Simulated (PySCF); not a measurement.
**GePhH3 (C₆H₈Ge): a look at the electrons**

For GePhH3 (C₆H₈Ge), the scripts below compute its lowest excited states and analyse its density (charges, bond critical points, surface potential).

Computed with PySCF 2.14.0. Level: levels as typed in each script, gas phase, geometry from GFN2-xTB.

## 1. The starting structure

15 atoms, charge 0, spin multiplicity 1.

Bond lengths: Ge1–C2 1.952 Å, Ge1–H13 1.495 Å, Ge1–H14 1.495 Å, Ge1–H15 1.497 Å, C2–C3 1.389 Å, C2–C7 1.390 Å, C3–C4 1.383 Å, C3–H8 1.083 Å, C4–C5 1.385 Å, C4–H9 1.081 Å, C5–C6 1.385 Å, C5–H10 1.080 Å, C6–C7 1.383 Å, C6–H11 1.081 Å, C7–H12 1.083 Å. Angles: C2–Ge1–H13 111.0°, C2–Ge1–H14 110.8°, C2–Ge1–H15 111.8°, H13–Ge1–H14 108.9°, H13–Ge1–H15 107.0°, H14–Ge1–H15 107.2°, Ge1–C2–C3 120.7°, Ge1–C2–C7 120.6°, C3–C2–C7 118.7°, C2–C3–C4 120.8°, C2–C3–H8 119.2°, C4–C3–H8 120.0°, C3–C4–C5 120.0°, C3–C4–H9 120.0°, C5–C4–H9 120.1°, C4–C5–C6 119.9°, C4–C5–H10 120.1°, C6–C5–H10 120.0° and more.

Geometry (Å):

```
Ge   -1.8181    0.0000   -0.0015
C     0.1337   -0.0005    0.0096
C     0.8426   -1.1954    0.0064
C     2.2255   -1.1982   -0.0021
C     2.9192    0.0003   -0.0073
C     2.2250    1.1986   -0.0019
C     0.8422    1.1950    0.0069
H     0.2999   -2.1324    0.0150
H     2.7636   -2.1354   -0.0033
H     3.9996    0.0009   -0.0135
H     2.7637    2.1356   -0.0042
H     0.2995    2.1320    0.0137
H    -2.3571    1.1867    0.7303
H    -2.3538   -1.2435    0.6318
H    -2.3664    0.0584   -1.3928
```

## 2. Excited states (wB97X/def2-svp)

The input, input.py:

```python
import numpy as np
from pyscf import gto, scf, dft, tdscf
from pyscf.scf import atom_ks, atom_hf
from scipy.linalg import block_diag

def solve(mol, dm0=None, hcore=None):
    mf = (dft.UKS if mol.spin else dft.RKS)(mol, xc='wb97x')
    mf.grids.level = 3
    mf = mf.density_fit(auxbasis='def2-universal-jkfit')
    mf.conv_tol, mf.max_cycle = 1e-8, 80
    if hcore is not None:
        mf.get_hcore = lambda *args: hcore
    mf.kernel(dm0)
    if not mf.converged:
        mf = mf.newton().run(mf.mo_coeff, mf.mo_occ, max_cycle=30)
    assert mf.converged, 'SCF not converged'
    return mf

mol = gto.M(atom='''
Ge    -1.81809    -0.00003    -0.00146
C      0.13373    -0.00051     0.00961
C      0.84256    -1.19541     0.00637
C      2.22551    -1.19815    -0.00207
C      2.91922     0.00028    -0.00733
C      2.22505     1.19863    -0.00191
C      0.84224     1.19497     0.00693
H      0.29989    -2.13239     0.01501
H      2.76364    -2.13539    -0.00330
H      3.99960     0.00093    -0.01345
H      2.76375     2.13557    -0.00419
H      0.29946     2.13201     0.01366
H     -2.35705     1.18670     0.73031
H     -2.35384    -1.24352     0.63177
H     -2.36639     0.05841    -1.39278
''', basis='def2-svp', charge=0, spin=0, verbose=4)
mf = solve(mol)
td = mf.TDA()
td.nstates, td.singlet, td.conv_tol = 5, True, 1e-5
td.kernel()
td.analyze()
x, y = np.array([p[0] for p in td.xy]), np.array([p[1] + 0 * p[0] for p in td.xy])
f, mu = td.oscillator_strength(), td.transition_dipole()
nto = [td.get_nto(state=i + 1, verbose=4) for i in range(len(td.e))]
# spherically averaged free atoms, for the promolecule
atm = atom_ks.get_atm_nrks(mol, xc='wb97x')
pro = block_diag(*[(atm[a[0]][2] * atm[a[0]][3]) @ atm[a[0]][2].T for a in mol._atom])
np.savez('result.npz', e=td.e, f=f, ok=td.converged, w=[n[0] for n in nto], nto=[n[1] for n in nto], x=x, y=y, c=mf.mo_coeff, occ=mf.mo_occ, eps=mf.mo_energy, pro=pro, mu=mu)
```

On the command line:

```
$ OMP_NUM_THREADS=1 python input.py
```

## 4. Density, bond paths and surface potential (wB97X/def2-svp)

The input, input.py:

```python
import numpy as np
from pyscf import gto, scf, dft
from pyscf.scf import atom_ks, atom_hf
from scipy.linalg import block_diag

def solve(mol, dm0=None, hcore=None):
    mf = (dft.UKS if mol.spin else dft.RKS)(mol, xc='wb97x')
    mf.grids.level = 3
    mf = mf.density_fit(auxbasis='def2-universal-jkfit')
    mf.conv_tol, mf.max_cycle = 1e-8, 80
    if hcore is not None:
        mf.get_hcore = lambda *args: hcore
    mf.kernel(dm0)
    if not mf.converged:
        mf = mf.newton().run(mf.mo_coeff, mf.mo_occ, max_cycle=30)
    assert mf.converged, 'SCF not converged'
    return mf

mol = gto.M(atom='''
Ge    -1.81809    -0.00003    -0.00146
C      0.13373    -0.00051     0.00961
C      0.84256    -1.19541     0.00637
C      2.22551    -1.19815    -0.00207
C      2.91922     0.00028    -0.00733
C      2.22505     1.19863    -0.00191
C      0.84224     1.19497     0.00693
H      0.29989    -2.13239     0.01501
H      2.76364    -2.13539    -0.00330
H      3.99960     0.00093    -0.01345
H      2.76375     2.13557    -0.00419
H      0.29946     2.13201     0.01366
H     -2.35705     1.18670     0.73031
H     -2.35384    -1.24352     0.63177
H     -2.36639     0.05841    -1.39278
''', basis='def2-svp', charge=0, spin=0, verbose=4)
mf = solve(mol)
mf.analyze()
# spherically averaged free atoms, for the promolecule
atm = atom_ks.get_atm_nrks(mol, xc='wb97x')
pro = block_diag(*[(atm[a[0]][2] * atm[a[0]][3]) @ atm[a[0]][2].T for a in mol._atom])
np.savez('result.npz', e=mf.e_tot, c=mf.mo_coeff, occ=mf.mo_occ, eps=mf.mo_energy, pro=pro, dip=mf.dip_moment(verbose=0), s2=mf.spin_square()[0])
```

(Steps that only read results are left out.)

What does the calculation give? Wanted: lowest singlet excitation; dipole moment; HOMO, LUMO.

As calculated:

| quantity | value |
| --- | --- |
| lowest singlet excitation (wB97X/def2-svp) | 5.70 eV |
| dipole moment (wB97X/def2-svp) | 0.73 D |
| HOMO, LUMO (wB97X/def2-svp) | -9.52, 1.66 eV |

At wB97X/def2-svp: The highest Hirshfeld charge is on Ge1 (+0.31 e), the lowest on C2 (−0.08 e). All values hold at the given geometry, in the gas phase.
